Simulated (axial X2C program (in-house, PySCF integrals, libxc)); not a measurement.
**KO: from the state search to constants**

What are the state, bond length, wavenumber and bond energy of KO, and what does spin–orbit coupling change?

Program: an in-house X2C program for linear molecules on PySCF integrals. Level of theory: all-electron X2C, K dyall-cv3z, O dyall-av3z. These are calculated values, not measurements.

## Step 1: Set-up

File task.json:

```json
{"zs": [19, 8], "q": 0, "bas": ["dyall-cv3z", "dyall-av3z"], "levels": ["PBE0", "HF", "PBEsol"], "cc": true, "r0": 2.5, "thr": -2.0, "nmax": 90, "npts": 10, "nst": 2, "ntry": 6}
```

Keys: zs atomic numbers; q charge; bas basis sets; levels methods (HF also brings MP2); cc coupled cluster on or off; r0 starting distance in Å; thr threshold in hartree for freezing inner shells (an s shell follows its p shell); nmax most natural virtual spinors; npts points asked for on the curve; nst determinants followed; ntry starts of the search.

The run is started by

```console
$ python so2c.py task.json out
```

Spin-free means the one-electron spin-free X2C Hamiltonian; two-component (2c) means X2C with spin–orbit coupling and atomic mean-field two-electron Coulomb and Gaunt terms. Basis: K dyall-cv3z contracted to [11s12p6d3f], O dyall-av3z contracted to [7s6p3d2f]; Gaussian nuclei, density fitting. Masses: K 38.964 u, O 15.995 u.

Notation: σ, π±, δ± give the projection m of an orbital's angular momentum (0, ±1, ±2), α and β its spin, Λ and M_S the sums; ω is the projection of a spinor's total angular momentum and Ω the sum. Logs are in hartree.

The results follow Hamiltonian by Hamiltonian and level by level.

## Step 2: Which state to follow

PBE0 moves the distance from 2.500 Å to 2.157 Å and compares determinants there.

Spin-free determinants:

| ΔE (eV) | state | open shells |
| --- | --- | --- |
| 0.00 | M_S = 1/2, Λ = 0 | beyond closed shells: σα |
| 0.24 | M_S = 1/2, Λ = 1 | beyond closed shells: π+α, π+β, π-α |
| 3.70 | M_S = 3/2, Λ = 0 | beyond closed shells: σα, π+α, π-α |
| 3.75 | M_S = 1/2, Λ = 0 | beyond closed shells: σβ, π+α, π-α |
| 3.76 | M_S = 3/2, Λ = 1 | beyond closed shells: 2 × σα, π+α, π+β, π-α |
| 4.48 | M_S = 1/2, Λ = 1 | beyond closed shells: 2 × σα, π+α, π+β, π-β |
| 5.10 | M_S = 3/2, Λ = 2 | beyond closed shells: σα, 2 × π+α, π+β, π-α |

Two-component determinants:

| ΔE (eV) | state | open shells |
| --- | --- | --- |
| 0.00 | Ω = 1/2 | excess of +ω over −ω: ω = 1/2 |
| 0.23 | Ω = 3/2 | excess of +ω over −ω: ω = 3/2 |
| 3.75 | Ω = 1/2 | excess of +ω over −ω: 2 × ω = -1/2, ω = 3/2 |
| 3.75 | Ω = 5/2 | excess of +ω over −ω: 2 × ω = 1/2, ω = 3/2 |
| 4.49 | Ω = 3/2 | excess of +ω over −ω: 3 × ω = 1/2 |
| 5.10 | Ω = 7/2 | excess of +ω over −ω: ω = 1/2, 2 × ω = 3/2 |
| 5.80 | Ω = 5/2 | excess of +ω over −ω: ω = -1/2, 2 × ω = 3/2 |

## Step 3: PBE0, spin-free

State followed: M_S = 1/2, Λ = 0 (beyond closed shells: σα). The scan is laid around 2.157 Å, a first estimate of the minimum, and this SCF restarts from the orbitals of the search.

The SCF at the reference distance of 2.157 Å:

```text
spin-free X2C-1e  PBE0
basis functions 152  fitting functions 649  grid points 5083
iter        total energy     max residual
   1       -677.244415650     8.88e-06
   2       -677.244415651     7.48e-06
converged
one-electron -1007.20263116  Coulomb 334.72942098  exact exchange -10.29338266  xc functional -31.76801107  nuclear repulsion 37.29018825
```

Along the bond, energies from the lowest point:

| R (Å) | E (eV) | μ (D) | HOMO (eV) | LUMO (eV) | iterations |
| --- | --- | --- | --- | --- | --- |
| 1.877 | 0.4197 | -6.61 | -5.65 | -0.97 | 11 |
| 1.963 | 0.1751 | -7.11 | -5.42 | -1.03 | 10 |
| 2.028 | 0.0691 | -7.48 | -5.26 | -1.07 | 10 |
| 2.092 | 0.0144 | -7.85 | -5.11 | -1.11 | 10 |
| 2.157 | 0.0000 | -8.21 | -4.97 | -1.16 | 2 |
| 2.232 | 0.0221 | -8.62 | -4.81 | -1.21 | 10 |
| 2.308 | 0.0752 | -9.03 | -4.66 | -1.27 | 9 |
| 2.405 | 0.1750 | -9.56 | -4.49 | -1.34 | 10 |
| 2.524 | 0.3269 | -10.19 | -4.28 | -1.43 | 10 |
| 2.696 | 0.5756 | -11.10 | -4.01 | -1.56 | 10 |

Dipoles are positive if O is the positive end.

Outer orbitals at the reference distance:

```tsv
symmetry	occupied	ε (eV)	atomic character
σα	yes	-22.96	72% O s, 23% K p, 3% K d
σβ	yes	-21.33	54% K p, 42% O s
π-α	yes	-20.30	99% K p
π+α	yes	-20.30	99% K p
π+β	yes	-20.27	99% K p
π-β	yes	-20.27	99% K p
σα	yes	-19.66	75% K p, 18% O s, 3% O p
σβ	yes	-18.78	48% O s, 45% K p, 3% K d
σα	yes	-7.58	90% O p, 4% K d, 3% K p
π+α	yes	-5.69	94% O p, 4% K d
π-α	yes	-5.69	94% O p, 4% K d
π-β	yes	-4.97	93% O p, 5% K d
π+β	yes	-4.97	93% O p, 5% K d
σβ	no	-1.16	60% K s, 21% O p, 17% K p
σα	no	-1.03	75% K s, 20% K p, 3% O p
σβ	no	-0.34	62% O p, 25% K s, 9% K d
π-β	no	0.17	94% K p, 4% K d
```

PBE0 fields in the half plane through the axis: z from -2.4 to 4.5 Å across, distance from the axis 0.15 to 2.25 Å upwards; K lies at z = 0 and O at z = 2.157 Å; the ELF is damped to zero where the density is low.

log10 density (e/bohr³). Ten even steps from '0' (-5.84 ) to '9' (1.35 ):
```
000111222223333333322211
001122333333334443332211
012233444444444444433221
122334455544455555443321
123345566655555665543322
223455677765566666554322
233456777776667776654332
234456789876677887654332
```

ELF. Ten even steps from ' ' (0.00 ) to '@' (0.89 ):
```
                            ....                
                          ..::::::..            
                          --======--..          
          ..--====::      ==******++--..        
        ::==**%%%%##--  ..++%%%%%%**==::        
      ..==##@@@@@@@@%%....**@@@@@@%%++::        
      ::**%%@@%%==%%@@--..##@@@@@@@@**--..      
      --**@@@@..@@..@@++..##**--::%%**--..      
```

Re = 2.152 Å, ωe = 426 cm⁻¹, ωexe = 2.61 cm⁻¹, Be = 0.3211 cm⁻¹, De = 2.78 eV, μ = -8.18 D.

## Step 4: HF, spin-free

The SCF at the reference distance of 2.157 Å:

```text
spin-free X2C-1e  HF
basis functions 152  fitting functions 649  grid points 5083
iter        total energy     max residual
   1       -676.356552577     1.15e-01
   2       -676.370417630     4.06e-03
   3       -676.370917851     1.99e-03
   4       -676.370987992     1.03e-03
   5       -676.371014292     4.50e-04
   6       -676.371028154     2.81e-04
   7       -676.371034620     1.02e-04
   8       -676.371035631     2.01e-05
   9       -676.371035668     7.70e-06
  10       -676.371035671     2.44e-06
  11       -676.371035671     7.85e-07
converged
one-electron -1007.12248560  Coulomb 334.70287119  exact exchange -41.24160951  xc functional 0.00000000  nuclear repulsion 37.29018825
```

Re = 2.219 Å, ωe = 418 cm⁻¹, ωexe = 2.62 cm⁻¹, Be = 0.3018 cm⁻¹, De = 0.985 eV, μ = -8.94 D.

## Step 5: PBEsol, spin-free

Output at 2.157 Å:

```text
spin-free X2C-1e  PBEsol
basis functions 152  fitting functions 649  grid points 5083
iter        total energy     max residual
   1       -676.147094335     6.33e-02
   2       -676.147653128     1.43e-02
   3       -676.137521677     2.88e-02
   4       -676.150756361     1.02e-03
   5       -676.150780315     9.32e-05
   6       -676.150780441     7.70e-05
   7       -676.150780532     6.39e-06
   8       -676.150780532     1.48e-06
converged
one-electron -1006.92826933  Coulomb 334.39315546  exact exchange 0.00000000  xc functional -40.90585491  nuclear repulsion 37.29018825
```

Re = 2.117 Å, ωe = 431 cm⁻¹, ωexe = 2.67 cm⁻¹, Be = 0.3316 cm⁻¹, De = 3.23 eV, μ = -7.75 D.

## Step 6: MP2 and beyond, spin-free

Correlated methods: 15 electrons correlated (frozen shells, counted by type: K 2 s, 1 p; O 1 s), 237 virtual spinors in MP2, 90 natural virtuals in coupled cluster.

Output of the correlated part at 2.157 Å:

```text
correlated 15  virtual 237  natural virtual 90  E(MP2) -0.452490989  MP2 remainder -0.026121853
iter   CCSD correlation   residual
   1     -0.445503485   9.03e-02
   2     -0.453203021   3.11e-02
   3     -0.455057192   1.30e-02
   4     -0.455045682   5.32e-03
   5     -0.455065819   2.32e-03
   6     -0.455088185   7.55e-04
   7     -0.455086310   1.90e-04
   8     -0.455087860   5.82e-05
   9     -0.455086868   2.09e-05
  10     -0.455086590   6.94e-06
  11     -0.455086447   2.58e-06
  12     -0.455086439   8.09e-07
(T) -0.013468307  T1 0.0132  D1 0.0248  max T2 0.055
```

T1 in the output is the amplitude norm over the root of the electron number; divide by √2 for the Lee–Taylor value.

MP2: Re = 2.178 Å, ωe = 423 cm⁻¹, Be = 0.3134 cm⁻¹, De = 2.81 eV.

CCSD: Re = 2.185 Å, ωe = 424 cm⁻¹, ωexe = 2.62 cm⁻¹, Be = 0.3112 cm⁻¹, De = 2.63 eV. T1 at Re = 0.009 (Lee–Taylor, the printed value over √2).

CCSD(T): Re = 2.183 Å, ωe = 424 cm⁻¹, ωexe = 2.62 cm⁻¹, Be = 0.312 cm⁻¹, De = 2.70 eV. T1 at Re = 0.009 (Lee–Taylor, the printed value over √2).

## Step 7: A higher determinant, spin-free

State: M_S = 1/2, Λ = 1 (beyond closed shells: π+α, π+β, π-α).

Output at the reference distance:

```text
spin-free X2C-1e  PBE0
basis functions 152  fitting functions 649  grid points 5083
iter        total energy     max residual
   1       -677.235720970     4.91e-06
   2       -677.235720971     3.72e-06
converged
one-electron -1007.53105762  Coulomb 335.06672788  exact exchange -10.29362678  xc functional -31.76795271  nuclear repulsion 37.29018825
```

| R (Å) | E above the lowest PBE0 point (eV) |
| --- | --- |
| 1.877 | 1.239 |
| 1.963 | 0.760 |
| 2.028 | 0.515 |
| 2.092 | 0.345 |
| 2.157 | 0.237 |
| 2.232 | 0.169 |
| 2.308 | 0.151 |
| 2.405 | 0.180 |
| 2.524 | 0.268 |

Re = 2.304 Å, ωe = 393 cm⁻¹, ωexe = 2.35 cm⁻¹, Be = 0.2799 cm⁻¹, μ = -8.72 D. Te = 0.15 eV.

## Step 8: The spin-free curves together

Energy (eV) of the followed determinant, spin-free, from each level's lowest point:

| R (Å) | PBE0 | HF | MP2 | CCSD | CCSD(T) | PBEsol |
| --- | --- | --- | --- | --- | --- | --- |
| 1.877 | 0.420 | 0.701 | 0.515 | n/a | n/a | 0.311 |
| 1.963 | 0.175 | 0.345 | 0.231 | 0.250 | 0.243 | 0.112 |
| 2.028 | 0.069 | 0.175 | 0.102 | 0.113 | 0.109 | 0.033 |
| 2.092 | 0.014 | 0.070 | 0.029 | 0.034 | 0.032 | 0.000 |
| 2.157 | 0.000 | 0.015 | 0.000 | 0.000 | 0.000 | 0.003 |
| 2.232 | 0.022 | 0.000 | 0.009 | 0.005 | 0.006 | 0.042 |
| 2.308 | 0.075 | 0.025 | 0.051 | 0.045 | 0.047 | 0.107 |
| 2.405 | 0.175 | 0.098 | 0.141 | 0.133 | 0.136 | 0.219 |
| 2.524 | 0.327 | 0.227 | 0.285 | n/a | n/a | 0.380 |
| 2.696 | 0.576 | 0.456 | 0.526 | n/a | n/a | 0.636 |

## Step 9: PBE0, 2c

State followed: Ω = 1/2 (excess of +ω over −ω: ω = 1/2). The scan is laid around 2.157 Å, a first estimate of the minimum, and this SCF restarts from the orbitals of the search.

Output at 2.157 Å:

```text
two-component X2C + atomic mean field  PBE0
basis functions 152  fitting functions 649  grid points 5083
iter        total energy     max residual
   1       -677.127864912     4.91e-05
   2       -677.127865012     3.89e-05
   3       -677.127865092     2.81e-05
   4       -677.127865178     7.07e-06
   5       -677.127865181     4.42e-07
   6       -677.127865181     9.20e-08
converged
one-electron -1006.89786582  Coulomb 334.64974018  exact exchange -10.29109237  xc functional -31.76088057  nuclear repulsion 37.29018825  atomic mean-field constant -0.11795486
```

Along the bond, energies from the lowest point:

| R (Å) | E (eV) | μ (D) | HOMO (eV) | LUMO (eV) | iterations |
| --- | --- | --- | --- | --- | --- |
| 1.877 | 0.4197 | -6.61 | -5.64 | -0.97 | 11 |
| 1.963 | 0.1751 | -7.11 | -5.41 | -1.03 | 10 |
| 2.028 | 0.0691 | -7.48 | -5.25 | -1.07 | 10 |
| 2.092 | 0.0144 | -7.84 | -5.10 | -1.11 | 10 |
| 2.157 | 0.0000 | -8.20 | -4.96 | -1.16 | 6 |
| 2.232 | 0.0221 | -8.62 | -4.80 | -1.21 | 10 |
| 2.308 | 0.0752 | -9.03 | -4.66 | -1.27 | 10 |
| 2.405 | 0.1750 | -9.56 | -4.48 | -1.34 | 10 |
| 2.524 | 0.3269 | -10.19 | -4.28 | -1.43 | 10 |
| 2.696 | 0.5756 | -11.10 | -4.01 | -1.56 | 10 |

Dipoles are positive if O is the positive end.

Outer spinors at the reference distance:

```csv
ω,occupied,ε (eV),atomic character,λ mixture
1/2,yes,-22.96,"72% O s, 23% K p, 3% K d",100% σ
-1/2,yes,-21.34,"54% K p, 42% O s","99% σ, 1% π"
-1/2,yes,-20.38,98% K p,"99% π, 1% σ"
1/2,yes,-20.36,98% K p,"98% π, 2% σ"
3/2,yes,-20.21,99% K p,100% π
-3/2,yes,-20.17,99% K p,100% π
1/2,yes,-19.64,"76% K p, 18% O s, 3% O p","98% σ, 2% π"
-1/2,yes,-18.78,"47% O s, 46% K p, 3% K d",100% σ
1/2,yes,-7.58,"90% O p, 4% K d, 3% K p",100% σ
-1/2,yes,-5.70,"94% O p, 4% K d",100% π
3/2,yes,-5.68,"94% O p, 4% K d",100% π
1/2,yes,-4.98,"93% O p, 5% K d",100% π
-3/2,yes,-4.96,"93% O p, 5% K d",100% π
-1/2,no,-1.16,"60% K s, 21% O p, 17% K p",100% σ
1/2,no,-1.03,"75% K s, 20% K p, 3% O p",100% σ
-1/2,no,-0.34,"62% O p, 25% K s, 9% K d",100% σ
1/2,no,0.17,"94% K p, 4% K d",100% π
```

PBE0 fields in the half plane through the axis: z from -2.4 to 4.5 Å across, distance from the axis 0.15 to 2.25 Å upwards; K lies at z = 0 and O at z = 2.157 Å; the ELF is damped to zero where the density is low.

log10 density (e/bohr³). Ten even steps from '0' (-5.84 ) to '9' (1.35 ):
```
000111222223333333322211
001122333333334443332211
012233444444444444433221
122334455544455555443321
123345566655555665543322
223455677765566666554322
233456777776667776654332
234456789876677887654332
```

ELF. Ten even steps from '0' (0.00 ) to '9' (0.89 ):
```
000000000000001100000000
000000000000012221000000
000000000000034443100000
000001344200046665310000
000024688730158886420000
000147999981169998520000
000268984893179999631000
000369919195176328631000
```

Re = 2.152 Å, ωe = 426 cm⁻¹, ωexe = 2.61 cm⁻¹, Be = 0.3211 cm⁻¹, De = 2.78 eV, μ = -8.18 D.

## Step 10: HF, 2c

The SCF at the reference distance of 2.157 Å:

```text
two-component X2C + atomic mean field  HF
basis functions 152  fitting functions 649  grid points 5083
iter        total energy     max residual
   1       -676.240261732     1.15e-01
   2       -676.254128434     4.06e-03
   3       -676.254629213     1.99e-03
   4       -676.254699515     1.03e-03
   5       -676.254725983     4.49e-04
   6       -676.254740108     2.82e-04
   7       -676.254746948     1.10e-04
   8       -676.254748305     1.07e-04
   9       -676.254748598     1.05e-04
  10       -676.254748881     1.03e-04
  11       -676.254749367     9.85e-05
  12       -676.254751125     8.18e-05
  13       -676.254754525     2.97e-05
  14       -676.254754997     8.57e-06
  15       -676.254755040     2.56e-06
  16       -676.254755041     1.40e-06
converged
one-electron -1006.81844658  Coulomb 334.62386653  exact exchange -41.23240839  xc functional 0.00000000  nuclear repulsion 37.29018825  atomic mean-field constant -0.11795486
```

Re = 2.220 Å, ωe = 416 cm⁻¹, Be = 0.3015 cm⁻¹, De = 0.985 eV, μ = -8.95 D.

## Step 11: PBEsol, 2c

The SCF at the reference distance of 2.157 Å:

```text
two-component X2C + atomic mean field  PBEsol
basis functions 152  fitting functions 649  grid points 5083
iter        total energy     max residual
   1       -676.030622432     6.33e-02
   2       -676.031173383     1.43e-02
   3       -676.021018532     2.89e-02
   4       -676.034286189     1.03e-03
   5       -676.034310238     9.30e-05
   6       -676.034310365     7.72e-05
   7       -676.034310455     6.62e-06
   8       -676.034310456     1.43e-06
converged
one-electron -1006.62351416  Coulomb 334.31346022  exact exchange 0.00000000  xc functional -40.89648991  nuclear repulsion 37.29018825  atomic mean-field constant -0.11795486
```

Re = 2.117 Å, ωe = 431 cm⁻¹, ωexe = 2.67 cm⁻¹, Be = 0.3316 cm⁻¹, De = 3.23 eV, μ = -7.75 D.

## Step 12: Correlated methods, 2c

Correlated methods: 15 electrons correlated (frozen shells, counted by type: K 2 s, 1 p; O 1 s), 237 virtual spinors in MP2, 90 natural virtuals in coupled cluster.

Output of the correlated part at 2.157 Å:

```text
correlated 15  virtual 237  natural virtual 90  E(MP2) -0.452538655  MP2 remainder -0.026122298
iter   CCSD correlation   residual
   1     -0.445557977   9.04e-02
   2     -0.453262102   3.11e-02
   3     -0.455118936   1.31e-02
   4     -0.455107472   5.33e-03
   5     -0.455127532   2.32e-03
   6     -0.455149891   7.56e-04
   7     -0.455148013   1.94e-04
   8     -0.455149609   6.68e-05
   9     -0.455148571   3.47e-05
  10     -0.455148318   2.43e-05
  11     -0.455148030   1.91e-05
  12     -0.455148127   1.25e-05
  13     -0.455148119   5.95e-06
(T) -0.013477899  T1 0.0132  D1 0.0249  max T2 0.055
```

MP2: Re = 2.178 Å, ωe = 424 cm⁻¹, Be = 0.3133 cm⁻¹, De = 2.81 eV.

CCSD: No constants are quoted: too few points lie around the minimum for a second fit to confirm the first.

CCSD(T): No constants are quoted: too few points lie around the minimum for a second fit to confirm the first.

## Step 13: A higher determinant, 2c

State: Ω = 3/2 (excess of +ω over −ω: ω = 3/2).

Output at the reference distance:

```text
two-component X2C + atomic mean field  PBE0
basis functions 152  fitting functions 649  grid points 5083
iter        total energy     max residual
   1       -677.119452505     7.33e-06
   2       -677.119452505     8.01e-06
converged
one-electron -1007.22726345  Coulomb 334.98780568  exact exchange -10.29134780  xc functional -31.76088032  nuclear repulsion 37.29018825  atomic mean-field constant -0.11795486
```

| R (Å) | E above the lowest PBE0 point (eV) |
| --- | --- |
| 1.877 | 1.231 |
| 1.963 | 0.752 |
| 2.028 | 0.507 |
| 2.092 | 0.338 |
| 2.157 | 0.229 |
| 2.232 | 0.162 |
| 2.308 | 0.143 |
| 2.405 | 0.172 |
| 2.524 | 0.261 |

Re = 2.304 Å, ωe = 393 cm⁻¹, ωexe = 2.35 cm⁻¹, Be = 0.28 cm⁻¹, μ = -8.71 D. Te = 0.14 eV.

## Step 14: The 2c curves together

Energy (eV) of the followed determinant, 2c, from each level's lowest point:

| R (Å) | PBE0 | HF | MP2 | CCSD | CCSD(T) | PBEsol |
| --- | --- | --- | --- | --- | --- | --- |
| 1.877 | 0.420 | 0.702 | 0.515 | n/a | n/a | 0.311 |
| 1.963 | 0.175 | 0.346 | 0.231 | 0.251 | 0.243 | 0.112 |
| 2.028 | 0.069 | 0.176 | 0.102 | 0.114 | 0.109 | 0.033 |
| 2.092 | 0.014 | 0.070 | 0.029 | 0.034 | 0.032 | 0.000 |
| 2.157 | 0.000 | 0.015 | 0.000 | 0.000 | 0.000 | 0.003 |
| 2.232 | 0.022 | 0.000 | 0.009 | 0.004 | 0.006 | 0.042 |
| 2.308 | 0.075 | 0.024 | 0.052 | 0.043 | 0.046 | 0.107 |
| 2.405 | 0.175 | n/a | n/a | n/a | n/a | 0.219 |
| 2.524 | 0.327 | 0.230 | 0.291 | n/a | n/a | 0.380 |
| 2.696 | 0.576 | 0.458 | 0.529 | n/a | n/a | 0.636 |

Time for the job: 3 min (1 thread of Arm Neoverse V2, shared host).

## Step 15: What came out

Lowest determinant that the search found at its distance, spin-free: M_S = 1/2, Λ = 0 (beyond closed shells: σα).

Lowest determinant that the search found at its distance, 2c: Ω = 1/2 (excess of +ω over −ω: ω = 1/2).

| Hamiltonian | level | Re (Å) | ωe (cm⁻¹) | De (eV) | μ (D) |
| --- | --- | --- | --- | --- | --- |
| spin-free | PBE0 | 2.152 | 426 | 2.78 | -8.18 |
| spin-free | HF | 2.219 | 418 | 0.985 | -8.94 |
| spin-free | MP2 | 2.178 | 423 | 2.81 | n/a |
| spin-free | CCSD | 2.185 | 424 | 2.63 | n/a |
| spin-free | CCSD(T) | 2.183 | 424 | 2.70 | n/a |
| spin-free | PBEsol | 2.117 | 431 | 3.23 | -7.75 |
| 2c | PBE0 | 2.152 | 426 | 2.78 | -8.18 |
| 2c | HF | 2.220 | 416 | 0.985 | -8.95 |
| 2c | MP2 | 2.178 | 424 | 2.81 | n/a |
| 2c | PBEsol | 2.117 | 431 | 3.23 | -7.75 |

Dipoles are positive if O is the positive end. No constants: 2c CCSD (too few points lie around the minimum for a second fit to confirm the first); 2c CCSD(T) (too few points lie around the minimum for a second fit to confirm the first).

Time per point (s) on 1 thread of Arm Neoverse V2, shared host (2c runs); the times are rough: PBE0 0.27, HF 0.4, MP2 0.68, PBEsol 0.2.

What this shows: At MP2, going from spin-free to two-component changes Re by 0 mÅ, ωe by +0.4 %, which is small (part of it comes from the scalar share of the two-electron terms). It costs about 2.1 times the time. De moves by 0.00 eV; both De rest on single-determinant atoms, which can miss part of an open shell's spin–orbit lowering.

De refers to K + O, each in the lowest determinant found, which need not be this curve's own limit. Each curve is one determinant whose occupation by symmetry is held fixed; it was picked as the lowest of a PBE0 search that is not exhaustive. Dissociation energies refer to the lowest single-determinant-based atoms at the same level and basis. Density functionals use the spin component along the axis (collinear). CCSD and (T) use frozen natural virtuals with an MP2 correction for the truncation. Some points did not converge and are left out.
